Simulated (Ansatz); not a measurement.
# CH3F2SSi: the cost of one run

Method: the settings change from run to run; program: Ansatz 0.2.0, Gaussian basis.

### 1 The relaxed structure

The geometry comes from an earlier relaxation with PBE0-D4 in a triple-zeta def2 set; it is a stationary point, not always the lowest conformer.

SMILES `C[Si](F)(F)[S]`, 8 atoms, charge 0, spin multiplicity 2.

Atoms are counted from 1 here; the program's logs count them from 0.

Bond lengths: C1–Si2 1.841 Å, C1–H6 1.094 Å, C1–H7 1.091 Å, C1–H8 1.091 Å, Si2–F3 1.588 Å, Si2–F4 1.588 Å, Si2–S5 2.113 Å. Angles: Si2–C1–H6 108.9°, Si2–C1–H7 111.1°, Si2–C1–H8 111.1°, H6–C1–H7 108.4°, H6–C1–H8 108.4°, H7–C1–H8 108.9°, C1–Si2–F3 110.8°, C1–Si2–F4 110.8°, C1–Si2–S5 110.0°, F3–Si2–F4 104.6°, F3–Si2–S5 110.3°, F4–Si2–S5 110.3°.

### 2 r2SCAN/ANO-RCC-VTZP

Options: multiplicity 4, density fitting with cc-pVTZ-jkfit, finite nuclei, D3(BJ) with three-body dispersion, relativity set to scalar, high accuracy.

File in.yaml:

```yaml
crystal:
  periodic: [false, false, false]
  atoms:
    - {symbol: C, position_ang: [-0.809840, -0.285894, 0.511221]}
    - {symbol: Si, position_ang: [0.703905, 0.141337, -0.445282]}
    - {symbol: F, position_ang: [1.990895, -0.514901, 0.214071]}
    - {symbol: F, position_ang: [0.641984, -0.479797, -1.905447]}
    - {symbol: S, position_ang: [0.923261, 2.240188, -0.550251]}
    - {symbol: H, position_ang: [-0.905560, -1.374654, 0.554106]}
    - {symbol: H, position_ang: [-0.749488, 0.095877, 1.531786]}
    - {symbol: H, position_ang: [-1.703057, 0.120744, 0.033996]}
basis:
  gaussian: {orbitals: ANO-RCC-VTZP, fitting: {mean_field: cc-pVTZ-jkfit}, nuclear_model: gaussian}
magnetization: {spin_polarized: true, initial_magnetization: 3}
hamiltonian: {xc: {name: r2SCAN}, dispersion: d3bjatm, pseudopotentials: {relativity: scalar}}
accuracy: high
```

On the command line:

```
$ ansatz run in.yaml --threads 2 --pin off --events-out ev --progress --plain --max-ram 22528MiB --backend cpu
```

**Question.** How long does this run take on 2 threads of AMD EPYC 7R13, shared host, and how much memory does it need?

About 79 s, with a peak of 0.85 GiB.
